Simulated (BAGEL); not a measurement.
**AlCl (aluminium monochloride): HF/STO-3G (density fitting with qzvpp-jkfit)**

What is the electronic atomisation energy of AlCl (aluminium monochloride) at HF/STO-3G (density fitting with qzvpp-jkfit)? 

The results are computed with BAGEL 1.2.2.

11 further runs of the same task are left out: 11 set aside as unsound or not needed.

### Step 1. The molecule

The species is AlCl (2 atoms), meant as a singlet with charge 0. As SMILES, `[Al][Cl]`. Geometry: the measured bond length.

Bond lengths: Al1–Cl2 2.130 Å.

### Step 2. The energy at HF/STO-3G (density fitting with qzvpp-jkfit)

File input.json:

```json
{ "bagel" : [

{
  "title" : "molecule",
  "basis" : "sto-3g",
  "df_basis" : "qzvpp-jkfit",
  "angstrom" : true,
  "geometry" : [
    { "atom" : "Al", "xyz" : [       0.000000,       0.000000,       0.000000 ] },
    { "atom" : "Cl", "xyz" : [       0.000000,       0.000000,       2.130113 ] }
  ]
},

{ "title" : "hf" },

{ "title" : "print", "file" : "orbitals.molden", "orbitals" : true }

]}
```

Command:

```console
BAGEL_NUM_THREADS=1 BAGEL input.json > input.out
```

Log:

```text
* using 1 threads per process

  ===============================================================
  ===============================================================

  *** Geometry ***

  { "atom" : "Al", "xyz" : [      0.000000,      0.000000,      0.000000 ] },
  { "atom" : "Cl", "xyz" : [      0.000000,      0.000000,      4.025330 ] },

  Number of auxiliary basis functions:      256

  Since a DF basis is specified, we compute 2- and 3-index integrals:
    o Being stored without compression. Storage requirement is 0.001 GB

  Number of basis functions:       18
  Number of electrons      :       30

    * METHOD: MOLECULE                             0.04

  *** RHF ***

  === Nuclear Repulsion ===
    54.9023284483

      * DIIS with orbital gradients will be used.

  === RHF iteration (sto-3g) ===
      0       -693.62649145          0.01177270           0.00
      1       -693.65675113          0.00142030           0.00
      2       -693.65708220          0.00026517           0.00
      3       -693.65710414          0.00007240           0.00
      4       -693.65710580          0.00000958           0.00
      5       -693.65710582          0.00000024           0.00
      6       -693.65710582          0.00000003           0.00
      7       -693.65710582          0.00000000           0.00
    * SCF iteration converged.

    * Permanent dipole moment:
           (    0.000000,     0.000000,     1.691233) a.u.

    * METHOD: HF                                   0.05

    * METHOD: PRINT                                0.00

  ===============================================================
```

Wall time 0.26 s (1 thread of Arm Neoverse V2, shared host).

### Step 3. The Al atom at the same level

File input.json:

```json
{ "bagel" : [

{
  "title" : "molecule",
  "basis" : "sto-3g",
  "df_basis" : "qzvpp-jkfit",
  "angstrom" : true,
  "geometry" : [
    { "atom" : "Al", "xyz" : [       0.000000,       0.000000,       0.000000 ] }
  ]
},

{
  "title" : "uhf",
  "nopen" : 1
},

{
  "title" : "print",
  "file" : "orbitals.molden",
  "orbitals" : true
}

]}
```

Command:

```console
BAGEL_NUM_THREADS=1 BAGEL input.json > input.out
```

Log:

```text
* using 1 threads per process

  ===============================================================
  ===============================================================

  *** Geometry ***

  { "atom" : "Al", "xyz" : [      0.000000,      0.000000,      0.000000 ] },

  Number of auxiliary basis functions:      128

  Since a DF basis is specified, we compute 2- and 3-index integrals:
    o Being stored without compression. Storage requirement is 0.000 GB

  Number of basis functions:        9
  Number of electrons      :       13

    * METHOD: MOLECULE                             0.01

  *** Open-shell HF ***

  === Nuclear Repulsion ===
     0.0000000000

      * DIIS with orbital gradients will be used.

  === UHF iteration (sto-3g) ===
      0       -238.85854293          0.00593523           0.00
      1       -238.85861334          0.00047704           0.00
      2       -238.85861419          0.00008502           0.00
      3       -238.85861422          0.00000323           0.00
      4       -238.85861422          0.00000001           0.00
      5       -238.85861422          0.00000000           0.00
    * SCF iteration converged.

    * S^2 (UHF) is 0.7500

    * Permanent dipole moment:
           (    0.000000,    -0.000000,     0.000000) a.u.

    * METHOD: UHF                                  0.02

    * METHOD: PRINT                                0.00

  ===============================================================
```

Run time: 0.2 s. Hardware: 1 thread of Arm Neoverse V2, shared host.

### Step 4. The Cl atom

File job.json:

```json
{ "bagel": [

{
  "title": "molecule",
  "basis": "sto-3g",
  "df_basis": "qzvpp-jkfit",
  "angstrom": true,
  "geometry": [
    { "atom": "Cl", "xyz": [    0.000000,    0.000000,    0.000000 ] }
  ]
},
{
  "title": "uhf",
  "nopen": 1
},
{
  "title": "print",
  "file": "orbitals.molden",
  "orbitals": true
}

]}
```

Run the same way, it converges to -454.54245 Eh (log not shown).

### Step 5. What came out

At HF/STO-3G (density fitting with qzvpp-jkfit):

```
                     quantity          value
       molecule: total energy  -693.65711 Eh
      molecule: dipole moment         4.30 D
        molecule: HOMO energy       -5.93 eV
        molecule: LUMO energy        8.67 eV
      molecule: HOMO–LUMO gap       14.61 eV
        Al atom: total energy  -238.85861 Eh
       Al atom: dipole moment         0.00 D
                Al atom: ⟨S²⟩          0.750
        Cl atom: total energy  -454.54245 Eh
       Cl atom: dipole moment         0.00 D
                Cl atom: ⟨S²⟩          0.750
electronic atomisation energy       6.967 eV
```

**Reading.** Taking the molecule apart into free atoms costs 6.97 eV (672 kJ/mol), before zero-point energy and without spin-orbit coupling. Hartree–Fock lacks the correlation of the bonding pairs, which as a rule makes this value much too low; in minimal bases other errors can mask that. In a minimal basis such a difference can be off by several eV, whatever the method.
